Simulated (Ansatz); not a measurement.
**C₂H₈SeSi₂Zn: ionisation energy by level of theory**

Aim: the vertical ionisation energy of C₂H₈SeSi₂Zn, as cation minus neutral at the neutral's geometry, on several levels, and how well −ε(HOMO) stands in for it.

Method: unrestricted cation, the program's frozen cores in correlated methods; program: Ansatz 0.2.0, Gaussian basis.

The runs, in order: UKS PBE-D4/def2-TZVPP; UKS r2SCAN-D4/def2-TZVPP; UKS PBE0-D4/def2-TZVPP; UKS B3LYP-D4/def2-TZVPP; UKS wB97X-V/def2-TZVPP; UKS wB97M-V/def2-TZVPP; UKS B2PLYP (frozen core with 3s3p of Cu, Zn)/def2-TZVPP; UHF-CCSD(T) with 3s3p of Cu, Zn/def2-TZVPP; UHF-MP2 with 3s3p of Cu, Zn/def2-QZVPP; extrapolation to the limit; then −ε(HOMO) from the neutral's earlier runs with LDA (SPW92), PBE-D4, revPBE-D4, BLYP-D4, r2SCAN-D4, B97M-V, PBE0-D4, B3LYP-D4, r2SCANh-D4, r2SCAN0-D4, HSE06-D4, BHLYP-D4, CAM-B3LYP-D4, LC-ωPBE, ωB97X-V, ωB97M-V.

**1. The relaxed structure**

The geometry comes from an earlier relaxation with PBE0-D4 in a triple-zeta def2 set; it is a stationary point, not always the lowest conformer.

14 atoms, charge 0, spin multiplicity 1.

Atoms are counted from 1 here; the program's logs count them from 0.

Bond lengths: C1–Si2 1.871 Å, C1–Zn6 1.941 Å, C1–H7 1.090 Å, C1–H8 1.093 Å, Si2–Si3 2.382 Å, Si2–H9 1.492 Å, Si2–H10 1.494 Å, Si3–Se4 2.300 Å, Si3–H11 1.491 Å, Si3–H12 1.488 Å, Se4–C5 1.994 Å, C5–Zn6 1.935 Å, C5–H13 1.088 Å, C5–H14 1.089 Å. Angles: Si2–C1–Zn6 100.2°, Si2–C1–H7 111.5°, Si2–C1–H8 111.0°, Zn6–C1–H7 116.4°, Zn6–C1–H8 108.3°, H7–C1–H8 109.1°, C1–Si2–Si3 112.0°, C1–Si2–H9 109.5°, C1–Si2–H10 114.9°, Si3–Si2–H9 105.7°, Si3–Si2–H10 107.0°, H9–Si2–H10 107.2°, Si2–Si3–Se4 115.5°, Si2–Si3–H11 109.8°, Si2–Si3–H12 111.6°, Se4–Si3–H11 109.8°, Se4–Si3–H12 101.9°, H11–Si3–H12 107.8° and more.

**2. Cation, UKS PBE-D4/def2-TZVPP**

File in.yaml:

```yaml
crystal:
  periodic: [false, false, false]
  atoms:
    - {symbol: C, position_ang: [-1.087358, 1.112296, 1.260218]}
    - {symbol: Si, position_ang: [0.397311, 0.060800, 1.695914]}
    - {symbol: Si, position_ang: [0.946687, -1.472111, -0.042850]}
    - {symbol: Se, position_ang: [-0.434047, -1.420635, -1.881124]}
    - {symbol: C, position_ang: [-0.370422, 0.502568, -2.402826]}
    - {symbol: Zn, position_ang: [-0.902769, 1.182599, -0.670807]}
    - {symbol: H, position_ang: [-1.067915, 2.068039, 1.784892]}
    - {symbol: H, position_ang: [-2.019387, 0.592102, 1.497477]}
    - {symbol: H, position_ang: [1.596235, 0.933742, 1.859508]}
    - {symbol: H, position_ang: [0.256625, -0.735010, 2.952137]}
    - {symbol: H, position_ang: [2.361880, -1.268503, -0.467067]}
    - {symbol: H, position_ang: [0.805305, -2.883605, 0.407358]}
    - {symbol: H, position_ang: [0.619163, 0.740216, -2.786820]}
    - {symbol: H, position_ang: [-1.101298, 0.587512, -3.206009]}
basis:
  gaussian: {orbitals: def2-TZVPP}
total_charge: 1
magnetization: {spin_polarized: true, initial_magnetization: 1}
hamiltonian: {xc: pbe, dispersion: d4}
```

Command:

```console
> ansatz run in.yaml --threads 2 --pin off --events-out ev --progress --plain --max-ram 22528MiB --backend cuda --devices 0, --max-vram 18GiB
```

Further steps of the session: Cation, UKS r2SCAN-D4/def2-TZVPP; Cation, UKS PBE0-D4/def2-TZVPP; Cation, UKS B3LYP-D4/def2-TZVPP; Cation, UKS wB97X-V/def2-TZVPP; Cation, UKS wB97M-V/def2-TZVPP; Cation, UKS B2PLYP (frozen core with 3s3p of Cu, Zn)/def2-TZVPP; Cation, UHF-CCSD(T) with 3s3p of Cu, Zn/def2-TZVPP; Cation, UHF-MP2 with 3s3p of Cu, Zn/def2-QZVPP.

Q: Predict the results of all the runs planned. Wanted: ionisation energy, CCSD(T)/CBS; nearest functional by difference; nearest −ε(HOMO); −ε(HOMO) of PBE; T1 of the cation.

**Answer**, as computed:

```
                        quantity               value
  ionisation energy, CCSD(T)/CBS             8.20 eV
nearest functional by difference  ωB97X-V (-0.14 eV)
                nearest −ε(HOMO)  ωB97M-V (+0.01 eV)
                 −ε(HOMO) of PBE             5.16 eV
                T1 of the cation               0.023
```

In words: By cation minus neutral, the functionals miss by 0.49 eV at most. The PBE orbital energy is 3.0 eV too small: a semilocal HOMO is no ionisation energy. Among orbital estimates ωB97M-V comes nearest. Hartree-Fock falls 1.05 eV short, as the neutral has more correlation energy than the cation. The cation may have settled in a state other than its lowest; no search over hole states beyond the program's own was made. For Zn the d shell is correlated and the shells below it are frozen. Correlated methods include outer-core shells of Se, which these sets cover unevenly. With outer-core shells in play the reference is unsure by up to some tenths of an eV, so close misses can't be ranked.
